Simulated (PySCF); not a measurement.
# C2H5B2N: the cost of one run

The runs use PySCF 2.14.0, with density-fitted response routines of our own; the level of theory stands in each step. All values are computed, except where a source is named. Atoms count from 0, in the outputs and in this text.

### Step 1. The molecule as given

10 atoms, charge 0, multiplicity 1; geometry from: PBE0-D3(BJ)/def2-SVP.

Bonds of the start (Å): C0–C1 1.22, C1–B2 1.51, B2–B3 1.69, B3–N4 1.39, C0–H5 1.08, B2–H6 1.21, B3–H7 1.22, N4–H8 1.01, N4–H9 1.01.

### Step 2. Shielding tensors: PBE0/pcSseg-2

The job: settings as JSON, then the geometry in Å.

```
{"job": {"kind": "nmr", "xc": "PBE0", "basis": "pcSseg-2", "pop": false}, "charge": 0, "multiplicity": 1}
C      2.745008    -0.303312     0.426170
C      1.712808     0.054481    -0.121887
B      0.415360     0.489761    -0.766309
B     -1.060886    -0.264163    -0.435276
N     -1.931250     0.050231     0.603522
H      3.656588    -0.612769     0.906402
H      0.482465     1.377798    -1.592422
H     -1.404830    -1.157698    -1.190423
H     -2.814216    -0.424022     0.743320
H     -1.751527     0.768478     1.292846
```

Level: GIAO PBE0/pcSseg-2 NMR shielding, non-relativistic, gas phase.

On the command line:

```console
$ OMP_NUM_THREADS=1 python probes_run.py task.json out
```

This one command runs all jobs of the session in turn.

Q: Estimate the wall time and peak memory of this first job on 1 thread of Arm Neoverse V1, shared host.

About 36 s, with a peak of 0.89 GiB.
